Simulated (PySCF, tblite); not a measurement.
**C8H7FO: geometry, infrared bands and NMR shifts**

What infrared bands and NMR shifts should C8H7FO (`Cc1ccccc1C(=O)F`) show?

Programs: tblite 0.8.0 and PySCF 2.14.0, with density-fitted response routines of our own. Each step states its level of theory. These are calculated values for one molecule in the gas phase, unless marked as measured. Atoms are numbered from 0 throughout.

**1. The starting structure**

17 atoms, charge 0, multiplicity 1; geometry from: force field or distance geometry start.

Bonds of the start (Å): C0–C1 1.49, C1–C2 1.42, C2–C3 1.39, C3–C4 1.38, C4–C5 1.40, C5–C6 1.40, C6–C7 1.48, C7–O8 1.21, C7–F9 1.35, C6–C1 1.41, C0–H10 1.09, C0–H11 1.10, C0–H12 1.09, C2–H13 1.09, C3–H14 1.08, C4–H15 1.09, C5–H16 1.09.

**2. Geometry optimisation with GFN2-xTB**

What the job is given:

```
{"job": {"kind": "relax", "xc": "GFN2-xTB", "basis": "xTB"}, "charge": 0, "multiplicity": 1}
C     -1.760600    -1.206900    -0.143600
C     -0.414800    -0.563500    -0.071200
C      0.734400    -1.399500    -0.117700
C      2.011500    -0.851800    -0.058800
C      2.188200     0.512300     0.088700
C      1.072300     1.351700     0.139500
C     -0.221100     0.824800     0.068000
C     -1.344700     1.786900     0.148100
O     -1.208800     2.986800     0.260300
F     -2.610200     1.318800     0.085000
H     -1.701900    -2.294400    -0.245300
H     -2.344700    -1.002800     0.769700
H     -2.317700    -0.830900    -1.007000
H      0.619400    -2.475200    -0.226500
H      2.874200    -1.507900    -0.096100
H      3.188400     0.934200     0.148700
H      1.229100     2.429500     0.248400
```

Launch:

```console
> OMP_NUM_THREADS=1 python probes_run.py task.json out
```

One launch serves the whole session: the jobs run in the order shown.

**Question.** This job is followed by: GFN2-xTB harmonic vibrations, gas phase; GIAO PBE0/pcSseg-1 NMR shielding, non-relativistic, gas phase. Predict these results of the whole session: strongest single infrared mode (GFN2-xTB); zero-point energy (GFN2-xTB); ¹³C shifts against TMS (PBE0/pcSseg-1); ¹H shifts against TMS (PBE0/pcSseg-1, means over atoms taken as alike); ¹⁷O shifts against H2O (PBE0/pcSseg-1); ¹⁹F shifts against CFCl3 (PBE0/pcSseg-1).

**Answer**, as computed:

| quantity | value |
| --- | --- |
| strongest single infrared mode (GFN2-xTB) | 1804 cm⁻¹, 551 km/mol |
| zero-point energy (GFN2-xTB) | 79.4 kcal/mol |
| ¹³C shifts against TMS (PBE0/pcSseg-1) | 168.0, 150.3, 144.0, 141.8, 137.1, 131.9, 127.4, 26.6 ppm |
| ¹H shifts against TMS (PBE0/pcSseg-1, means over atoms taken as alike) | 8.79, 7.82, 7.67, 7.57, 2.85 ppm |
| ¹⁷O shifts against H2O (PBE0/pcSseg-1) | 433.4 ppm |
| ¹⁹F shifts against CFCl3 (PBE0/pcSseg-1) | 38.4 ppm |

Relaxing lowered the energy by 0.115 eV in 21 steps; the close pair that moved most is C1–C2, from 1.422 to 1.391 Å. All 45 modes are real, so the xTB geometry is a minimum. The strongest single mode, at 1804 cm⁻¹, moves mainly C7 and O8. Unscaled tight-binding wavenumbers are off by several per cent, some by more. Its intensities can rank the bands wrongly. At PBE0/pcSseg-1: Shielding is most anisotropic at O8 (span 586 ppm, paramagnetic term -499 ppm). NICS(1)zz of -27 ppm above the planar ring from C1 marks a diatropic (aromatic) ring current.
